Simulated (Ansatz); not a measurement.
# CaSc2: the cost of one run

Method: DFT PBE, scalar-relativistic, plane waves, PAW, in Ansatz 0.2.0.

## 1. The structure to begin with

It takes space group P6/mmm (No. 191, hexagonal). The conventional cell has a = 4.182 Å, b = 4.182 Å, c = 4.183 Å, α = 90.00°, β = 90.00°, γ = 120.00°. Ca (site symmetry 6/mmm) is surrounded by 12 Sc at 3.19 Å. Around Sc (site symmetry -6m2) lie 3 Sc at 2.41 Å.

Structure file:

```xyz
3
Lattice="4.1816 0.0000 0.0000 -2.0908 3.6214 0.0000 0.0000 0.0000 4.1826" Properties=species:S:1:pos:R:3 pbc="T T T"
Ca    0.0000    0.0000    0.0000
Sc    0.0000    2.4142    2.0913
Sc    2.0908    1.2071    2.0913
```

A structure generator made this guess: species swapped into a database cell of NdGa2 (P6/mmm, No. 191), with Ca on the Nd sites and Sc on the Ga sites. The dimensions are guesses.

## 2. The guess as it stands, on a coarse mesh

Input file input.yaml:

```yaml
crystal:
  lattice:
    - [4.18159332, 0.0, 0.0]
    - [-2.09079666, 3.62136605, 0.0]
    - [0.0, 0.0, 4.1825682]
  atoms:
    - { symbol: Ca, position: [0.0, 0.0, 0.0] }
    - { symbol: Sc, position: [0.33333333, 0.66666667, 0.5] }
    - { symbol: Sc, position: [0.66666667, 0.33333333, 0.5] }
basis:
  ecutwfc: 420
kpoints:
  mp_grid: { grid: [6, 6, 4] }
hamiltonian:
  xc: pbe
scf:
  occupations: { method: gaussian, width: 0.1 }
  lower_state_search: "off"
output:
  forces: true
  stress: true
  eigenvalues: true
```

Command:

```
> ansatz run input.yaml --threads 1 --pin off --max-ram 2048MiB --backend cpu --events-out ev --progress --plain --runs-dir out
```

Q: Estimate wall time and peak memory on 1 thread of Arm Neoverse N1, shared host.

About 3 s, with a peak of 0.32 GiB.
